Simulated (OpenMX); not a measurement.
# HPbNO4 under changes of volume

One of the cells (17.650 Å³/atom); the others are scaled copies at fixed shape and fractional positions:

```
H Pb N O
1.0
     3.85404    0.14384    0.09012
    -0.25320    5.52698    0.16471
    -0.48197   -1.92720    5.72025
H Pb N O
1 1 1 4
Direct
  0.10913 0.65718 0.54463
  0.61029 0.52127 0.15100
  0.91580 0.96263 0.95867
  0.01384 0.13639 0.88084
  0.72398 0.01057 0.12858
  0.00389 0.73732 0.87043
  0.11927 0.59324 0.37651
```

The cell was built by a generator and needn't be a form met in nature.

| Property | Result |
| --- | --- |
| Program | OpenMX 3.8.5 |
| Functional | PBE |
| Potentials or basis | OpenMX 2013 PBE set, H5.0-s2, Pb8.0-s3p2d2, N6.0-s2p2, O6.0-s2p2, fixed grid of 50 × 72 × 80 points |
| k mesh | 7 × 5 × 5 |
| Occupations | fermi-dirac, width 0.05 eV |
| Spin | no spin polarisation |

```csv
volume (Å³/atom),energy over the lowest point (meV/atom),gap on the mesh (eV),largest force (eV/Å)
16.591,128.61,2.89,7.737
16.944,?,?,?
17.297,68.97,2.88,6.265
17.650,46.00,2.87,5.599
18.003,27.07,2.86,4.973
18.356,11.84,2.85,4.386
18.709,0.00,2.83,3.835
```

Task: What does the run at 16.944 Å³/atom give?

Result: Energy over the lowest point 96.36 meV/atom; gap on the mesh 2.89 eV; largest force 6.977 eV/Å.

Worked out: A Birch-Murnaghan fit of order 3 (a polynomial in V^(-2/3)) to the other rows has no minimum within the range. It gives 96.37 meV/atom at 16.944 Å³/atom, against the run's 96.36. A parabola through the other rows of the gap, of slope -0.234 eV per unit of ln V there, gives 2.89 eV, against the run's 2.89.

Energies are extrapolated to zero smearing.

Caveats: the basis has few d functions beyond the semicore shells, which can make volumes several per cent too large; spin-orbit coupling is left out, which as a rule narrows the gap of such compounds by several tenths of an eV; an odd mesh through Γ misses points on the zone boundary, where band edges often lie; the basis of atomic orbitals isn't converged, which shifts pressures, moduli and gaps; forces of over 1 eV/Å show positions far from the minimum, so gaps and moduli don't describe the material at rest.
